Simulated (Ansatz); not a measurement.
This script makes a comparison of norm-conserving and PAW potentials of VWC₂, space group R-3m with Ansatz 0.2.0, Python API.

Script `vwc2_nc_paw.py`:
```python
"""Two kinds of potentials on VWC2."""

import ansatz
import numpy as np


def count_gap(report):
    # lowest empty less highest filled band, counting bands; zero where they overlap
    return max(report.get("gap_by_band_count_ev") or 0.0, 0.0)

cell = (
    ansatz.Lattice.of((1.51704112, 0.8758641, 4.93389319), (-1.51704112, 0.8758641, 4.93389319), (0.0, -1.75172819, 4.93389319))
    .atom("V", (0.5, 0.5, 0.5))
    .atom("W", (0.0, 0.0, 0.0))
    .atom("C", (0.753506, 0.753506, 0.753506))
    .atom("C", (0.246494, 0.246494, 0.246494))
    .moments(V=2.0)
)

calc = (
    cell.calculation()
    .occupations(ansatz.OccupationsMethod.FERMI_DIRAC, width=0.1)
    .functional("LDA")
    .kpoints(spacing=0.26)
    .spin("collinear")
    .stress()
    .forces()
    .band_table()
)
variants = {
    "PAW": calc.pseudopotentials("paw"),
    "norm-conserving": calc.pseudopotentials("nc"),
}
# totals differ by the cores that each treatment holds, so compare what does not depend on them
rows = []
for label, variant in variants.items():
    r = variant.run(threads=1, pin="off").report
    levels = np.array(r["eigenvalues_ev"][0]) - r["fermi_energy_ev"]
    print(label, "levels at the first k-point near E_F:", np.round(levels[np.abs(levels) < 5], 3))
    rows.append((label, r["n_electrons"], np.trace(r["stress_gpa"]) / 3, float(np.abs(r["forces_ev_ang"]).max()), count_gap(r), r["magnetization_mub"]))
lines = [",".join(["treatment", "electrons in bands", "P GPa", "max force component eV/A", "gap by band count eV", "moment muB"])] + [",".join(f"{v:.4f}" if isinstance(v, float) else str(v) for v in row) for row in rows]
print("\n".join(lines))
with open("nc_paw.csv", "w") as handle:
    handle.write("\n".join(lines) + "\n")
```

How well do the two treatments of the cores agree on the pressure?

PAW gives -16.670 GPa and norm-conserving -16.770 GPa, 0.10 GPa apart. They took 20.1 and 77.7 s of processor time.

The run itself:

```console
$ python vwc2_nc_paw.py
DeckWarning: basis.ecutwfc = 420 eV, auto-derived from the records' recommended cutoffs: set by V (normal level)
RunWarning: the starting moments were not kept: the SCF closed with an absolute magnetisation of 4.1e-7 μB, where they sum to 2 μB in size (1 site). That is at most 0.1 of that sum. Measured as dr2_m measures the in/out step, that magnetisation stands 4.2e-14 eV from none, at or under the dr2_threshold of 1.0e-7 eV: [...]
PAW levels at the first k-point near E_F: [-1.838 -1.838 -1.759 -0.451 -0.451 -0.047 -0.047  0.008  1.064  1.064]
DeckWarning: basis.ecutwfc = 1142.878222 eV, auto-derived from the records' recommended cutoffs: set by V (normal level)
norm-conserving levels at the first k-point near E_F: [-1.838 -1.838 -1.759 -0.446 -0.446 -0.06  -0.06  -0.004  1.066  1.066]
treatment,electrons in bands,P GPa,max force component eV/A,gap by band count eV,moment muB
PAW,35.0000,-16.6698,0.1453,0.0000,-0.0000
norm-conserving,35.0000,-16.7699,0.1714,0.0000,-0.0000
```
(Warnings from the package without file and line, shortened, repeats left out.)

Reading the output:
- Absolute energies stand on the zero of these potentials, so only differences at equal settings mean something. A total without «per atom» is that of the cell as typed.
- The SCF didn't keep the moments it started from (some shrank, vanished or turned); what is printed is the state reached.
- The computed bands are complete only to about 1.0 eV above the Fermi level.
- For a metal this k-point mesh is coarse: on a finer one energies can move by several to tens of meV an atom and pressures by half a GPa or more, differences at one mesh by less.
- A gap by band count of zero or less means overlapping bands, a metal.
- At these settings the cell as given stands under about -17 GPa, so it isn't at this functional's equilibrium volume.
- This cell is a computed structure, which may not be the phase found in nature.
- Levels are Kohn-Sham eigenvalues on this mesh, without spin-orbit coupling.
- Stress is positive in compression.
- It ran for 99 s on 1 thread of Arm Neoverse V1 (shared host), peak memory 0.75 GiB.
